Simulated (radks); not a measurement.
# Exchange and kinetic functionals tested on atomic densities: Cl²⁺, Cd⁺, Mg, Au, Sn⁴⁺, Ge⁴⁺

Aim: take each self-consistent density and evaluate many functionals on it, against the exact exchange and kinetic energies of the same orbitals. Every spin shell is full or empty, so the densities are truly spherical.

The numbers are computed with radks (a radial shooting solver on a logarithmic mesh, Libxc functionals) version 1 (non-relativistic Kohn-Sham, r2SCAN, spin-polarised, spherical densities, point nucleus; open shells are filled with parallel spins first), except any that are marked as measured or tabulated.

### Step 1. The system

- species: Cl²⁺ ([Ne] 3s2 3p3), Cd⁺ ([Kr] 4d10 5s1), Mg ([Ne] 3s2), Au ([Xe] 4f14 5d10 6s1), Sn⁴⁺ ([Kr] 4d10), Ge⁴⁺ ([Ar] 3d10)

In the logs a row gives level, spin channel, occupation and eigenvalue; Etot, Ekin, Encl (electron-nucleus), Eh (Hartree) and Exc are energies, all in hartree; err is the last residual, it the number of iterations.

### Step 2. Cl²⁺, [Ne] 3s2 3p3

Input:

```text
Z 17
configuration [Ne] 3s2 3p3
relativity non-relativistic
functional r2scan,r2scan
spin polarised
nucleus point
```

Standard output:

```text
1s      1   1.0000        -102.29138001
2s      1   1.0000         -10.43374664
2p      1   3.0000          -8.18331188
3s      1   1.0000          -1.74947382
3p      1   3.0000          -1.24102450
1s      2   1.0000        -102.25996272
2s      2   1.0000         -10.41649689
2p      2   3.0000          -8.14780353
3s      2   1.0000          -1.54773347
3p      2   0.0000          -1.05160526
Etot -458.77967671138936
Ekin 458.2928881005737
Encl -1077.0681470452641
Eh 187.46827829589273
Exc -27.472696062591638
err 1.1279918006372853e-06
it 11
```

3p up is the highest filled level (-33.770 eV). Exact exchange of these orbitals: -26.9150 hartree.

Radial moments (bohr):

| level | occupation | energy (eV) | <r> | outermost maximum (interpolated) | 90 % within | nodes |
| --- | --- | --- | --- | --- | --- | --- |
| 2s up | 1 | -283.92 | 0.4442 | 0.363 | 0.694 | 1 |
| 2s down | 1 | -283.45 | 0.4442 | 0.363 | 0.693 | 1 |
| 2p up | 3 | -222.68 | 0.4063 | 0.302 | 0.673 | 0 |
| 2p down | 3 | -221.71 | 0.4064 | 0.303 | 0.673 | 0 |
| 3s up | 1 | -47.606 | 1.445 | 1.25 | 2.15 | 2 |
| 3s down | 1 | -42.116 | 1.465 | 1.25 | 2.19 | 2 |
| 3p up | 3 | -33.770 | 1.586 | 1.35 | 2.40 | 1 |
| 3p down | 0 | -28.616 | 1.620 | 1.35 | 2.48 | 1 |

The radial density on a logarithmic grid:

| r (bohr) | 4πr²ρ (e/bohr) |
| --- | --- |
| 0.00376 | 0.5044 |
| 0.00539 | 0.9804 |
| 0.00766 | 1.835 |
| 0.0110 | 3.368 |
| 0.0157 | 5.888 |
| 0.0226 | 9.603 |
| 0.0321 | 14.09 |
| 0.0460 | 18.21 |
| 0.0659 | 19.56 |
| 0.0945 | 16.98 |
| 0.134 | 13.55 |
| 0.193 | 14.50 |
| 0.276 | 18.79 |
| 0.396 | 17.43 |
| 0.567 | 9.054 |
| 0.806 | 3.737 |
| 1.16 | 3.917 |
| 1.66 | 3.146 |
| 2.37 | 0.9793 |
| 3.38 | 0.1001 |
| 4.84 | 0.002189 |

### Step 3. Cd⁺, [Kr] 4d10 5s1

Input:

```text
Z 48
configuration [Kr] 4d10 5s1
relativity non-relativistic
functional r2scan,r2scan
spin polarised
nucleus point
```

Standard output:

```text
1s      1   1.0000        -944.67057372
2s      1   1.0000        -138.04908863
2p      1   3.0000        -128.59788259
3s      1   1.0000         -26.08011522
3p      1   3.0000         -22.22173378
3d      1   5.0000         -15.11493150
4s      1   1.0000          -4.02551470
4p      1   3.0000          -2.78431007
4d      1   5.0000          -0.79604903
5s      1   1.0000          -0.47740262
1s      2   1.0000        -944.66970062
2s      2   1.0000        -138.04962274
2p      2   3.0000        -128.59801123
3s      2   1.0000         -26.07935381
3p      2   3.0000         -22.22099506
3d      2   5.0000         -15.11456384
4s      2   1.0000          -4.02462560
4p      2   3.0000          -2.78307185
4d      2   5.0000          -0.78761820
5s      2   0.0000          -0.40884376
Etot -5467.253154615181
Ekin 5465.036141850318
Encl -13000.613963858268
Eh 2219.4298189074852
Exc -151.1051515147161
err 3.6035735792821802e-06
it 12
```

The top filled level is 5s up, -12.991 eV. Exact exchange of these orbitals: -148.711 hartree.

### Step 4. Mg, [Ne] 3s2

Input:

```text
Z 12
configuration [Ne] 3s2
relativity non-relativistic
functional r2scan,r2scan
spin polarised
nucleus point
```

Standard output:

```text
1s      1   1.0000         -46.54101085
2s      1   1.0000          -3.03966433
2p      1   3.0000          -1.77025111
3s      1   1.0000          -0.17680814
1s      2   1.0000         -46.54101085
2s      2   1.0000          -3.03966433
2p      2   3.0000          -1.77025111
3s      2   1.0000          -0.17680814
Etot -200.04430660755094
Ekin 199.6910656722945
Encl -479.16320237380023
Eh 95.83803746740705
Exc -16.41020737345225
err 3.53086269630209e-07
it 11
```

The top filled level is 3s, -4.811 eV. Exact exchange of these orbitals: -15.9752 hartree.

### Step 5. Au, [Xe] 4f14 5d10 6s1

Input:

```text
Z 79
configuration [Xe] 4f14 5d10 6s1
relativity non-relativistic
functional r2scan,r2scan
spin polarised
nucleus point
```

Standard output:

```text
1s      1   1.0000       -2688.46737736
2s      1   1.0000        -449.61256445
2p      1   3.0000        -432.04215357
3s      1   1.0000        -105.54961724
3p      1   3.0000         -97.27969307
3d      1   5.0000         -81.88047037
4s      1   1.0000         -22.49619006
4p      1   3.0000         -18.89815471
4d      1   5.0000         -12.30164371
4f      1   7.0000          -3.50284597
5s      1   1.0000          -3.18638033
5p      1   3.0000          -2.04910755
5d      1   5.0000          -0.30779587
6s      1   1.0000          -0.17021474
1s      2   1.0000       -2688.46703146
2s      2   1.0000        -449.61295791
2p      2   3.0000        -432.04235338
3s      2   1.0000        -105.54953276
3p      2   3.0000         -97.27960194
3d      2   5.0000         -81.88056798
4s      2   1.0000         -22.49585896
4p      2   3.0000         -18.89782202
4d      2   5.0000         -12.30134292
4f      2   7.0000          -3.50254610
5s      2   1.0000          -3.18727264
5p      2   3.0000          -2.04978635
5d      2   5.0000          -0.30026788
6s      2   0.0000          -0.11875899
Etot -17869.741560560615
Ekin 17865.391357886358
Encl -42565.16418547087
Eh 7172.585064626048
Exc -342.55379760214623
err 6.497632416764416e-06
it 16
```

The top filled level is 6s up, -4.632 eV. Exact exchange of these orbitals: -338.172 hartree.

### Step 6. Sn⁴⁺, [Kr] 4d10

Input:

```text
Z 50
configuration [Kr] 4d10
relativity non-relativistic
functional r2scan,r2scan
spin polarised
nucleus point
```

Standard output:

```text
1s      1   1.0000       -1031.33903541
2s      1   1.0000        -154.03142982
2p      1   3.0000        -144.06511088
3s      1   1.0000         -31.07658957
3p      1   3.0000         -26.95094593
3d      1   5.0000         -19.33438015
4s      1   1.0000          -6.21609974
4p      1   3.0000          -4.83318615
4d      1   5.0000          -2.53655583
1s      2   1.0000       -1031.33903541
2s      2   1.0000        -154.03142982
2p      2   3.0000        -144.06511088
3s      2   1.0000         -31.07658957
3p      2   3.0000         -26.95094593
3d      2   5.0000         -19.33438015
4s      2   1.0000          -6.21609974
4p      2   3.0000          -4.83318615
4d      2   5.0000          -2.53655583
Etot -6022.098507419458
Ekin 6019.853914057516
Encl -14247.3909573572
Eh 2365.6231238460773
Exc -160.18458796585054
err 4.815576278343046e-06
it 10
```

4d is the highest filled level (-69.023 eV). Exact exchange of these orbitals: -157.850 hartree.

### Step 7. Ge⁴⁺, [Ar] 3d10

Input:

```text
Z 32
configuration [Ar] 3d10
relativity non-relativistic
functional r2scan,r2scan
spin polarised
nucleus point
```

Standard output:

```text
1s      1   1.0000        -399.94444454
2s      1   1.0000         -51.36666293
2p      1   3.0000         -45.85458069
3s      1   1.0000          -7.96236399
3p      1   3.0000          -6.11152344
3d      1   5.0000          -2.90877970
1s      2   1.0000        -399.94444454
2s      2   1.0000         -51.36666293
2p      2   3.0000         -45.85458069
3s      2   1.0000          -7.96236399
3p      2   3.0000          -6.11152344
3d      2   5.0000          -2.90877970
Etot -2073.1639397554154
Ekin 2071.9155589376683
Encl -4910.773627847131
Eh 843.5202076330899
Exc -77.82607847904228
err 1.4594254938274358e-06
it 12
```

The top filled level is 3d, -79.152 eV. Exact exchange of these orbitals: -76.3985 hartree.

### Step 8. Results

| error in magnitude (%) | Cl²⁺ | Cd⁺ | Mg | Au | Sn⁴⁺ | Ge⁴⁺ |
| --- | --- | --- | --- | --- | --- | --- |
| exchange, LDA | -7.91 | -4.94 | -8.56 | -3.80 | -4.94 | -5.82 |
| exchange, PBEsol | -3.50 | -2.30 | -3.62 | -1.78 | -2.34 | -2.60 |
| exchange, revPBE | -0.17 | -0.28 | +0.09 | -0.23 | -0.35 | -0.16 |
| exchange, G96 | +0.05 | +0.34 | +0.15 | +0.49 | +0.29 | +0.37 |
| exchange, TPSS | +0.17 | -0.27 | +0.42 | -0.40 | -0.34 | +0.01 |
| exchange, revTPSS | -0.51 | -0.91 | -0.19 | -0.88 | -0.96 | -0.71 |
| exchange, r2SCAN | +0.00 | -0.08 | +0.14 | -0.15 | -0.12 | +0.02 |
| exchange, MS2 | +0.07 | -0.57 | +0.34 | -0.64 | -0.63 | -0.36 |
| exchange, Tao-Mo | -0.19 | -0.79 | +0.16 | -0.81 | -0.86 | -0.58 |
| kinetic, Thomas-Fermi | -7.14 | -5.34 | -7.88 | -4.64 | -5.28 | -6.16 |
| kinetic, von Weizsacker | -40.10 | -57.86 | -33.70 | -64.43 | -58.39 | -51.59 |
| kinetic, TF + vW | +52.76 | +36.80 | +58.42 | +30.93 | +36.33 | +42.25 |
| kinetic, TF + vW/5 | +4.84 | +3.09 | +5.38 | +2.48 | +3.04 | +3.52 |
| kinetic, LC94 | +0.21 | +0.09 | +0.12 | +0.02 | +0.09 | -0.03 |
| kinetic, APBEK | +0.33 | +0.15 | +0.26 | +0.04 | +0.14 | +0.05 |
| kinetic, Pearson | -1.47 | -0.91 | -1.96 | -0.84 | -0.90 | -1.20 |
| kinetic, PG1 | +24.41 | +15.35 | +27.95 | +12.47 | +15.13 | +18.18 |
| kinetic, Ernzerhof | +0.13 | -0.37 | +0.25 | -0.48 | -0.37 | -0.40 |

What this shows: Negative means that the magnitude is too small. For exchange the mean absolute error is least for r2SCAN (0.09 %) and largest for LDA (6.00 %). Among the orbital-free kinetic functionals LC94 (0.09 %) does best and von Weizsacker (51.01 %) worst. The functionals are evaluated on one density each, not self-consistently.
